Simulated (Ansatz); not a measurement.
# GaH2 radical (SMILES [GaH2]): single points off equilibrium

One table from this session's results is given with a row withheld; the runs are named, their logs left out.

Computed with Ansatz 0.2.0, Gaussian basis. Level: single points in def2-TZVPP.

Cores are frozen in the correlated methods. Filled d shells of the heavier atoms are correlated. Orbitals are unrestricted.

## Starting geometry

SMILES `[GaH2]`, 3 atoms, charge 0, spin multiplicity 2.

Atoms are counted from 1 here; the program's logs count them from 0.

Bond lengths: Ga1–H2 1.877 Å, Ga1–H3 1.837 Å. Angles: H2–Ga1–H3 113.9°.

Coordinates:

```xyz
3
charge 0, multiplicity 2
Ga   -0.51050    0.27440   -0.30440
H     0.84610    1.18900    0.61540
H    -0.28550   -1.54800   -0.34160
```

The first run:

Contents of run/in.yaml:

```yaml
crystal:
  periodic: [false, false, false]
  atoms:
    - {symbol: Ga, position_ang: [-0.510500, 0.274400, -0.304400]}
    - {symbol: H, position_ang: [0.846100, 1.189000, 0.615400]}
    - {symbol: H, position_ang: [-0.285500, -1.548000, -0.341600]}
basis:
  gaussian: {orbitals: def2-TZVPP}
magnetization: {spin_polarized: true, initial_magnetization: 1}
correlation: {method: ccsd_t}
scf: {omitted_lower_state_checks: [cluster_reference]}
output: {forces: true}
```

No record of the launch command was kept for these runs.

Steps of the session up to this table: CCSD(T)/def2-TZVPP; PBE0-D4/def2-TZVPP; wB97M-V/def2-TZVPP; r2SCAN-D4/def2-TZVPP; PBE-D4/def2-TZVPP; BHLYP-D4/def2-TZVPP; r2SCAN0-D4/def2-TZVPP.

One of the session's tables, all rows but one given; the rest of the session is left out.

| method | RMS force component (eV/Å) | angle to CCSD(T) forces (°) | dipole (D) |
| --- | --- | --- | --- |
| CCSD(T) | 1.111 | reference | 1.01 |
| PBE0-D4 | 1.029 | 0.4 | 1.04 |
| wB97M-V | 1.106 | 0.2 | 1.14 |
| r2SCAN-D4 | 1.043 | 0.3 | 1.03 |
| PBE-D4 | ? | ? | ? |
| BHLYP-D4 | 1.066 | 0.5 | 1.16 |
| r2SCAN0-D4 | 1.111 | 0.2 | 1.08 |

Estimate the missing values for PBE-D4.

The run gave: RMS force component (eV/Å): 0.885; angle to CCSD(T) forces (°): 0.8; dipole (D): 0.97. In the column «RMS force component (eV/Å)» it is the lowest.
